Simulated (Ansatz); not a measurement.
# C₂Ca: geometry and frequencies at several levels

One table from this session's results is given with a row withheld; the runs are named, their logs left out.

Program: Ansatz 0.2.0. Level of theory: the levels named in each step. These are calculated values, not measurements.

## The starting structure

Bond lengths: C1–C2 1.236 Å, C1–Ca3 2.169 Å, C2–Ca3 2.169 Å. Angles: C1–C2–Ca3 73.4°, C2–C1–Ca3 73.5°, C1–Ca3–C2 33.1°.

Coordinates:

```xyz
3

C    -1.3465    0.4669    0.2011
C    -1.0912    0.0585   -0.9367
Ca    0.7305   -0.1575    0.2205
```

Set-up of the first run:

Input file input.yaml:

```yaml
crystal:
  periodic: [false, false, false]
  atoms:
    - { symbol: C, position_ang: [-1.3596318, 0.47651211, 0.22030902] }
    - { symbol: C, position_ang: [-1.09455419, 0.05250363, -0.96086898] }
    - { symbol: Ca, position_ang: [0.74696599, -0.16099574, 0.22547995] }
basis:
  gaussian: { orbitals: def2-TZVPP }
hamiltonian:
  xc: pbe0
  dispersion: d4
relax:
  f_tol: 0.002
  max_steps: 150
```

On the command line:

```
$ ansatz run input.yaml --threads 2 --pin off --max-ram 5120MiB --backend cpu --events-out ev --progress --plain --runs-dir out
```

Among the steps run: Relaxation, PBE0-D4/def2-TZVPP; Frequencies, PBE0-D4/def2-TZVPP; Relaxation, PBE-D4/def2-TZVPP; Frequencies, PBE-D4/def2-TZVPP; Relaxation, r2SCAN-D4/def2-TZVPP; Frequencies, r2SCAN-D4/def2-TZVPP; Relaxation, B3LYP-D4/def2-TZVPP; Frequencies, B3LYP-D4/def2-TZVPP; Relaxation, B2PLYP/def2-TZVPP; Frequencies, B2PLYP/def2-TZVPP.

One of the session's tables, all rows but one given; the rest of the session is left out.

It belongs to the step «Geometries side by side». 

```
               level  C1–C2 (Å)  C1–Ca3 (Å)  C2–Ca3 (Å)  dipole (D)  highest frequency (cm⁻¹)
  PBE0-D4/def2-TZVPP          ?           ?           ?           ?                         ?
   PBE-D4/def2-TZVPP     1.2731      2.2030      2.2030       10.02                      1773
r2SCAN-D4/def2-TZVPP     1.2648      2.2015      2.2015       10.91                      1825
 B3LYP-D4/def2-TZVPP     1.2615      2.2093      2.2093       10.77                      1830
   B2PLYP/def2-TZVPP     1.2693      2.2179      2.2179       10.96                      1778
```

Q: Estimate the row for PBE0-D4/def2-TZVPP from the others.

The run gave: C1–C2 (Å): 1.2624; C1–Ca3 (Å): 2.1940; C2–Ca3 (Å): 2.1940; dipole (D): 11.01; highest frequency (cm⁻¹): 1847. In the column «C1–C2 (Å)» it lies between B3LYP-D4/def2-TZVPP (1.2615) and r2SCAN-D4/def2-TZVPP (1.2648).
